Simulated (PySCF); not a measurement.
**[La(PH3)]3+: other functionals and bases at one geometry**

One table from this session's results is given with a row withheld; the runs are named, their logs left out.

Program: PySCF 2.14.0. Level of theory: several levels, as the steps say, no spin–orbit coupling. These are calculated values, not measurements.

1 further run of the same task is left out (for a known fault of the program).

### The starting structure

5 atoms, charge 3, spin multiplicity 1.

Bond lengths: La1–P2 3.053 Å, P2–H3 1.426 Å, P2–H4 1.426 Å, P2–H5 1.426 Å. Angles: La1–P2–H3 112.4°, La1–P2–H4 112.4°, La1–P2–H5 112.4°, H3–P2–H4 106.4°, H3–P2–H5 106.4°, H4–P2–H5 106.4°.

Geometry (Å):

```xyz
5
charge 3, multiplicity 1
La    0.0000    0.0000   -0.5253
P     0.0000    0.0000    2.5281
H     1.3187    0.0000    3.0708
H    -0.6594    1.1421    3.0708
H    -0.6594   -1.1421    3.0708
```

Formal oxidation states: La +3. An earlier session relaxed this geometry at PBE0, La def2-SVP with ECP46, P def2-SVP, H def2-SVP (singlet, point group C3v).

At PBE0 on the finer grid: E = -373.217004 Eh, HOMO -23.39 eV, LUMO -18.92 eV, Mulliken charge on La1 +2.36 e, largest force component 0.014 eV/Å. 

Levels to run: B3LYP; BP86; PBE0, TZVP. Hardware: 2 threads of Intel Xeon at 2.50GHz (Skylake/Cascade Lake), shared host.

The first run:

run.py (the lines that set the calculation) reads:

```python
mol = gto.M(atom='''
La     0.00000     0.00000    -0.52526
P      0.00000     0.00000     2.52808
H      1.31874    -0.00001     3.07080
H     -0.65937     1.14207     3.07080
H     -0.65937    -1.14206     3.07080''',
    basis={'La': 'def2-SVP', 'P': 'def2-SVP', 'H': 'def2-SVP'},
    ecp={'La': 'def2-SVP'},
    charge=3, spin=0)
mf = dft.RKS(mol, xc='B3LYP')
mf.grids.atom_grid = (75, 302)  # f atoms: unpruned, at least (60, 302)
mf = mf.density_fit()  # fitting sets: La def2-universal-JKFIT, P def2-universal-JKFIT, H def2-universal-JKFIT
mf.conv_tol = 1e-08; mf.max_cycle = 55
mf.kernel(dm0)  # dm0: the density of the relaxed state
```

On the command line:

```sh
OMP_NUM_THREADS=2 python run.py
```

Steps of the session up to this table: B3LYP; BP86; PBE0, TZVP.

One table of the session follows, with a row left open; its other results are not shown here.

```
              level  HOMO (eV)  gap (eV)  charge on La1 (e)  dipole (D)  largest force component (eV/Å)
PBE0 (relaxed here)     -23.39      4.46               2.36        1.28                            0.01
              B3LYP     -23.16      3.90               2.34        1.33                            0.16
               BP86          ?         ?                  ?           ?                               ?
         PBE0, TZVP     -23.30      4.42               2.39        1.45                            0.20
```

Estimate the missing values for BP86.

The run gave: HOMO (eV): -22.50; gap (eV): 2.68; charge on La1 (e): 2.32; dipole (D): 1.74; largest force component (eV/Å): 0.24. In the column «HOMO (eV)» it is the highest.

The dipole of a charged species depends on the origin, so these sizes hold for this origin alone.

In one basis the HOMO–LUMO gap runs from 2.68 eV (BP86) to 4.46 eV (PBE0). The largest leftover force, 0.24 eV/Å with BP86, stands at a geometry relaxed at another level. Total energies of different levels can't be compared.
